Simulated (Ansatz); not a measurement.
# InCl₂O radical (SMILES [O][In]([Cl])[Cl]): a rigid scan of the bond length O1–In2

Aim: the energy along the bond length O1–In2, from CCSD(T) and from cheaper methods, relative to the minimum. No other atom is relaxed.

Computed with Ansatz 0.2.0, Gaussian basis. Level: single points in def2-TZVPP.

Levels: PBE-D4, r2SCAN-D4, PBE0-D4, B3LYP-D4, wB97M-V, Hartree-Fock, MP2, CCSD, CCSD(T). The scan takes 1.711, 1.770, 1.855, 1.955, 2.066, 2.186 Å.

Correlated methods freeze the cores. Filled d shells of the heavier atoms are correlated. Core potentials replace the inner electrons past krypton, and spin-orbit coupling is left out. Orbitals are unrestricted. B3LYP uses VWN-RPA correlation.

12 further runs of the same task are left out: 12 set aside as unsound or not needed.

**1. The system as given**

4 atoms, charge 0, spin multiplicity 2.

Atoms are counted from 1 here; the program's logs count them from 0.

Bond lengths: O1–In2 2.071 Å, In2–Cl3 2.399 Å, In2–Cl4 2.500 Å. Angles: O1–In2–Cl3 100.8°, O1–In2–Cl4 105.8°, Cl3–In2–Cl4 138.8°.

As a file:

| atom | x (Å) | y (Å) | z (Å) |
| --- | --- | --- | --- |
| O1 | 0.6890 | 0.9059 | 1.4693 |
| In2 | -0.3285 | -0.2161 | 0.0565 |
| Cl3 | 1.0404 | -2.1842 | -0.0235 |
| Cl4 | -1.3454 | 1.4341 | -1.5226 |

**2. A first relaxation in a small basis**

The input, pre/in.yaml:

```yaml
crystal:
  periodic: [false, false, false]
  atoms:
    - {symbol: O, position_ang: [0.689000, 0.905900, 1.469300]}
    - {symbol: In, position_ang: [-0.328500, -0.216100, 0.056500]}
    - {symbol: Cl, position_ang: [1.040400, -2.184200, -0.023500]}
    - {symbol: Cl, position_ang: [-1.345400, 1.434100, -1.522600]}
basis:
  gaussian: {orbitals: def2-SVP}
magnetization: {spin_polarized: true, initial_magnetization: 1}
hamiltonian: {xc: pbe, dispersion: d4}
relax: {f_tol: 0.03, max_steps: 250}
```

The command line of these runs was not kept.

Further steps of the session: Relaxation at PBE0-D4; The minimum at every level; O1–In2 = 1.711 Å; O1–In2 = 1.770 Å; O1–In2 = 1.855 Å; O1–In2 = 1.955 Å; O1–In2 = 2.066 Å; O1–In2 = 2.186 Å.

Before running it: what results should come out? Wanted: highest point, CCSD(T); lowest point, CCSD(T); minimum along the scan, CCSD(T); RMS deviation from CCSD(T); largest T1 diagnostic.

The runs gave:

```
                       quantity                                                                                                            value
         highest point, CCSD(T)                                                                                         28.5 kcal/mol at 1.711 Å
          lowest point, CCSD(T)                                                                                          0.0 kcal/mol at 1.989 Å
minimum along the scan, CCSD(T)                                                                                                          1.994 Å
                curvature there                                                                                                       18.7 eV/Å²
     RMS deviation from CCSD(T)  PBE-D4 0.9, r2SCAN-D4 0.8, PBE0-D4 0.8, B3LYP-D4 0.6, wB97M-V 0.5, Hartree-Fock 0.7, MP2 0.6, CCSD 0.4 kcal/mol
          largest T1 diagnostic                                                                                                            0.017
```

**Reading.** A polynomial through the near points puts the CCSD(T) minimum 0.005 Å above the PBE0-D4 value. The well is lopsided: squeezing costs more than stretching by the same length. Curvature against CCSD(T): PBE-D4 -17 %, Hartree-Fock +13 %. CCSD follows the CCSD(T) curve best and PBE-D4 worst. 3 further points are left out, because the reference changes its state there.
